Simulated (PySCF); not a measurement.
# C₅H₇BF₃P: magnetic properties

Wanted: magnetic properties for C₅H₇BF₃P (`[BH3-][P@+](C)(C#C)C(F)=C(F)F`).

Computed with PySCF 2.14.0 and routines of our own; the level stands in each step. Atoms count from 0.

### 1 The system as given

17 atoms, charge 0, multiplicity 1; geometry from: GFN2-xTB.

### 2 Magnetic properties: GIAO PBE0/pcSseg-1

The job: settings as JSON, then the geometry in Å.

```
{"job": {"kind": "mag", "xc": "PBE0", "basis": "pcSseg-1", "isotopologues": 0}, "charge": 0, "multiplicity": 1}
B      0.356759    -0.763983     1.991301
P      0.162438    -0.352710     0.130506
C     -0.068300    -1.752374    -1.026263
C      1.391114     0.606337    -0.689430
C      2.300693     1.238133    -1.157304
C     -1.324180     0.640547    -0.281809
F     -2.390766    -0.041744    -0.735495
C     -1.431743     1.935680    -0.012603
F     -2.491263     2.706442    -0.193623
F     -0.409159     2.637033     0.453200
H      1.339704    -1.433795     2.031300
H     -0.642543    -1.362654     2.242124
H      0.453342     0.278197     2.550998
H     -0.213081    -1.410068    -2.049707
H      0.817467    -2.383253    -0.969152
H     -0.932636    -2.330491    -0.701102
H      3.075157     1.800733    -1.592850
```

Method: GIAO PBE0/pcSseg-1 magnetisability, rotational g tensor and spin-rotation constants, non-relativistic, gas phase.

Command:

```bash
$ OMP_NUM_THREADS=1 python excited_run.py task.json out
```

The driver reads the jobs from task.json and runs them one after another.

The program printed:

```text
coarse grid: 15744 points
cycle   1  E = -859.3556334340  dE =  1.531e+00  |g| = 8.728e-01  |ddm| = 3.924e+00
cycle   2  E = -859.2240061240  dE =  1.316e-01  |g| = 1.255e+00  |ddm| = 1.965e+00
cycle   3  E = -859.5119616146  dE = -2.880e-01  |g| = 1.606e-01  |ddm| = 1.188e+00
cycle   4  E = -859.5162990210  dE = -4.337e-03  |g| = 6.836e-02  |ddm| = 1.958e-01
cycle   5  E = -859.5169985103  dE = -6.995e-04  |g| = 3.995e-02  |ddm| = 6.811e-02
cycle   6  E = -859.5173827320  dE = -3.842e-04  |g| = 6.487e-03  |ddm| = 3.466e-02
cycle   7  E = -859.5173917046  dE = -8.973e-06  |g| = 2.412e-03  |ddm| = 8.192e-03
final grid: 151592 points
cycle   8  E = -859.5981276640  dE = -5.647e-05  |g| = 8.611e-03  |ddm| = 4.063e-02
cycle   9  E = -859.5981193603  dE =  8.304e-06  |g| = 1.143e-02  |ddm| = 1.744e-02
cycle  10  E = -859.5981433594  dE = -2.400e-05  |g| = 1.607e-03  |ddm| = 1.018e-02
cycle  11  E = -859.5981438656  dE = -5.062e-07  |g| = 4.918e-04  |ddm| = 1.554e-03
cycle  12  E = -859.5981439093  dE = -4.373e-08  |g| = 2.666e-04  |ddm| = 5.284e-04
cycle  13  E = -859.5981439252  dE = -1.591e-08  |g| = 5.688e-05  |ddm| = 2.360e-04
cycle  14  E = -859.5981439260  dE = -7.567e-10  |g| = 1.532e-05  |ddm| = 6.987e-05
converged SCF energy = -859.5981439260

Magnetisability tensor (1e-30 J/T^2)
    -1588.13      -51.08       26.20
      -51.08    -1537.60       25.16
       26.20       25.16    -1604.37
isotropic -1576.70   principal values   -1648.63  -1576.23  -1505.23
isotropic susceptibility -94.951 1e-6 cm^3/mol

Inertial axes            a          b          c
rot. const./GHz      1.3872     0.9135     0.7374
chi total           -91.032    -97.167    -96.653
chi diamagnetic    -965.405  -1364.180  -1628.102
chi paramagnetic    874.372   1267.013   1531.449
quadrupole/D A       -0.020      9.827     -9.807
g nuclear            0.5527     0.5326     0.5254
g electronic        -0.5698    -0.5438    -0.5306
g total             -0.0171    -0.0111    -0.0052

Spin-rotation constants (kHz, H = +C I.J)
atom  isotope        aa         bb         cc
  0    11B        0.156      0.107      0.085
  1    31P        2.206      1.512      0.993
  6    19F        0.513      0.850      0.193
  8    19F        1.690      1.317      0.810
  9    19F        1.476      1.038      0.894
 10     1H        0.014     -0.095     -0.066
 11     1H       -0.140     -0.002     -0.059
 12     1H       -0.095     -0.050     -0.041
 13     1H       -0.139     -0.101      0.007
 14     1H        0.037     -0.100     -0.090
 15     1H       -0.151      0.011     -0.080
 16     1H       -0.155      0.002     -0.072
  2    13C*       0.205      0.121      0.092
  3    13C*       0.493      0.050      0.219
  4    13C*       0.496      0.134      0.231
  5    13C*       0.529      0.293      0.184
  7    13C*       0.555      0.373      0.220
* in the singly substituted isotopologue
```

Run time: 81 s. Hardware: 1 thread of Arm Neoverse N1, shared host; peak memory 0.93 GiB.

Key values:

```csv
quantity,value
magnetisability,-1577·10⁻³⁰ J/T²
molar susceptibility,-95.0·10⁻⁶ cm³/mol
"rotational g (a, b, c)","-0.0171, -0.0111, -0.0052"
```

### 3 Magnetic properties: GIAO KT1/3-21G

Settings changed since step 2:

```diff
@@ -1,2 +1,2 @@
-{"job": {"kind": "mag", "xc": "PBE0", "basis": "pcSseg-1", "isotopologues": 0}, "charge": 0, "multiplicity": 1}
+{"job": {"kind": "mag", "xc": "KT1", "basis": "3-21G"}, "charge": 0, "multiplicity": 1}
 B      0.356759    -0.763983     1.991301
```

Method: GIAO KT1/3-21G magnetisability, rotational g tensor and spin-rotation constants, non-relativistic, gas phase.

The program printed:

```text
coarse grid: 15744 points
cycle   1  E = -862.9484579462  dE =  1.079e+00  |g| = 8.828e-01  |ddm| = 4.633e+00
cycle   2  E = -862.4701938380  dE =  4.783e-01  |g| = 1.811e+00  |ddm| = 3.857e+00
cycle   3  E = -863.1198549594  dE = -6.497e-01  |g| = 2.610e-01  |ddm| = 2.648e+00
cycle   4  E = -863.1331329925  dE = -1.328e-02  |g| = 1.173e-01  |ddm| = 4.402e-01
cycle   5  E = -863.1347188589  dE = -1.586e-03  |g| = 7.430e-02  |ddm| = 1.854e-01
cycle   6  E = -863.1360213326  dE = -1.302e-03  |g| = 2.245e-02  |ddm| = 8.641e-02
cycle   7  E = -863.1361340983  dE = -1.128e-04  |g| = 7.480e-03  |ddm| = 3.100e-02
cycle   8  E = -863.1361494598  dE = -1.536e-05  |g| = 1.641e-03  |ddm| = 1.037e-02
cycle   9  E = -863.1361500406  dE = -5.808e-07  |g| = 4.602e-04  |ddm| = 2.374e-03
final grid: 151592 points
cycle  10  E = -863.1978759610  dE = -2.010e-04  |g| = 7.575e-03  |ddm| = 4.360e-02
cycle  11  E = -863.1978512038  dE =  2.476e-05  |g| = 1.375e-02  |ddm| = 2.731e-02
cycle  12  E = -863.1978886874  dE = -3.748e-05  |g| = 1.819e-03  |ddm| = 1.784e-02
cycle  13  E = -863.1978890181  dE = -3.307e-07  |g| = 1.235e-03  |ddm| = 3.336e-03
cycle  14  E = -863.1978894317  dE = -4.136e-07  |g| = 2.908e-04  |ddm| = 1.608e-03
cycle  15  E = -863.1978894487  dE = -1.697e-08  |g| = 1.367e-04  |ddm| = 4.164e-04
cycle  16  E = -863.1978894535  dE = -4.866e-09  |g| = 3.650e-05  |ddm| = 1.806e-04
cycle  17  E = -863.1978894538  dE = -2.899e-10  |g| = 9.194e-06  |ddm| = 5.279e-05
converged SCF energy = -863.1978894538

Magnetisability tensor (1e-30 J/T^2)
    -1652.40      -40.91       15.24
      -40.91    -1614.99       23.69
       15.24       23.69    -1675.48
isotropic -1647.62   principal values   -1703.32  -1652.52  -1587.03
isotropic susceptibility -99.222 1e-6 cm^3/mol

Inertial axes            a          b          c
rot. const./GHz      1.3872     0.9135     0.7374
chi total           -95.904   -100.827   -100.935
chi diamagnetic    -964.513  -1362.774  -1626.537
chi paramagnetic    868.609   1261.947   1525.602
quadrupole/D A        0.652      9.626    -10.278
g nuclear            0.5527     0.5326     0.5254
g electronic        -0.5661    -0.5416    -0.5285
g total             -0.0134    -0.0089    -0.0031

Spin-rotation constants (kHz, H = +C I.J)
atom  isotope        aa         bb         cc
  0    11B        0.113      0.080      0.062
  1    31P        1.626      1.135      0.753
  6    19F        0.466      0.906      0.193
  8    19F        1.725      1.231      0.648
  9    19F        1.401      1.023      0.732
 10     1H        0.009     -0.095     -0.071
 11     1H       -0.140     -0.004     -0.065
 12     1H       -0.097     -0.051     -0.047
 13     1H       -0.154     -0.111      0.000
 14     1H        0.025     -0.112     -0.099
 15     1H       -0.167      0.002     -0.087
 16     1H       -0.167     -0.003     -0.077
  2    13C*       0.147      0.087      0.064
  3    13C*       0.359      0.042      0.159
  4    13C*       0.366      0.099      0.169
  5    13C*       0.418      0.220      0.148
  7    13C*       0.436      0.295      0.176
* in the singly substituted isotopologue
```

Run time: 38 s. Hardware: 1 thread of Arm Neoverse N1, shared host; peak memory 0.53 GiB.

In short:

```csv
quantity,value
magnetisability,-1648·10⁻³⁰ J/T²
molar susceptibility,-99.2·10⁻⁶ cm³/mol
"rotational g (a, b, c)","-0.0134, -0.0089, -0.0031"
```

### 4 The levels compared

```csv
level,ξ (10⁻³⁰ J/T²),g(a),g(b),gap (eV),functions,time
GIAO PBE0/pcSseg-1,-1577,-0.0171,-0.0111,6.91,212,81 s
GIAO KT1/3-21G,-1648,-0.0134,-0.0089,4.69,108,38 s
```

### 5 Outcome

| quantity | value |
| --- | --- |
| magnetisability (step 2, GIAO PBE0/pcSseg-1) | -1577·10⁻³⁰ J/T² |
| molar susceptibility (step 2, GIAO PBE0/pcSseg-1) | -95.0·10⁻⁶ cm³/mol |
| rotational g (a, b, c) (step 2, GIAO PBE0/pcSseg-1) | -0.0171, -0.0111, -0.0052 |
| magnetisability over the levels | -1648 to -1577·10⁻³⁰ J/T² |

What this shows: The magnetisability spreads by 4.4 % over 2 levels, from GIAO KT1/3-21G (38 s) to GIAO PBE0/pcSseg-1 (81 s); the runs took 38 s to 81 s. Two levels can agree by chance, so this spread shows no convergence. Vibrational averaging and real surroundings are missing from these values.
